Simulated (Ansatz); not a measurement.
# Pd (diamond type): the cost of one run

Computed with Ansatz 0.2.0 (DFT, PBEsol, PAW with Ansatz's default frozen-core files, scalar-relativistic, unless a step's input says otherwise).

1 further run of the same task is left out (it didn't finish). Runs told in other sessions of the task aren't counted.

## (1) The system as given

The structure is cubic, space group Fd-3m (No. 227). The conventional cell has a = 5.264 Å, b = 5.264 Å, c = 5.264 Å, α = 90.00°, β = 90.00°, γ = 90.00°. Pd (site symmetry -43m) has 4 Pd at 2.28 Å in its first shell of neighbours.

Coordinates:

```
CELL_PARAMETERS angstrom
0.00000 2.63216 2.63216
2.63216 0.00000 2.63216
2.63216 2.63216 0.00000
ATOMIC_POSITIONS crystal
Pd 0.87500 0.87500 0.87500
Pd 0.12500 0.12500 0.12500
```

Whether this phase is the stable one at these pressures isn't tested.

Atoms are numbered in the order of the input: Pd1, Pd2.

## (2) Cell relaxed at zero pressure, PAW

Input file input.yaml:

```yaml
crystal:
  lattice:
    - [0.0, 2.6321573378, 2.6321573378]
    - [2.6321573378, 0.0, 2.6321573378]
    - [2.6321573378, 2.6321573378, 0.0]
  atoms:
    - { symbol: Pd, position: [-0.125, -0.125, -0.125] }
    - { symbol: Pd, position: [0.125, 0.125, 0.125] }
kpoints:
  mp_grid: { grid: [12, 12, 12] }
scf:
  occupations: { method: fermi_dirac, width: 0.05 }
hamiltonian:
  xc: pbesol
  pseudopotentials: { kind: paw }
output:
  forces: true
  stress: true
  write_density: true
  write_potential: true
  elf: true
  volumetric_format: npy
relax:
  f_tol: 0.005
  max_steps: 40
  cell: {}
```

The run is started by

```sh
ansatz run input.yaml --threads 1 --pin off --max-ram 2048MiB --backend cpu --events-out ev --progress --plain --runs-dir out
```

What time and memory should one allow on 1 thread of Arm Neoverse V1, shared host?

About 31 s, with a peak of 0.36 GiB.
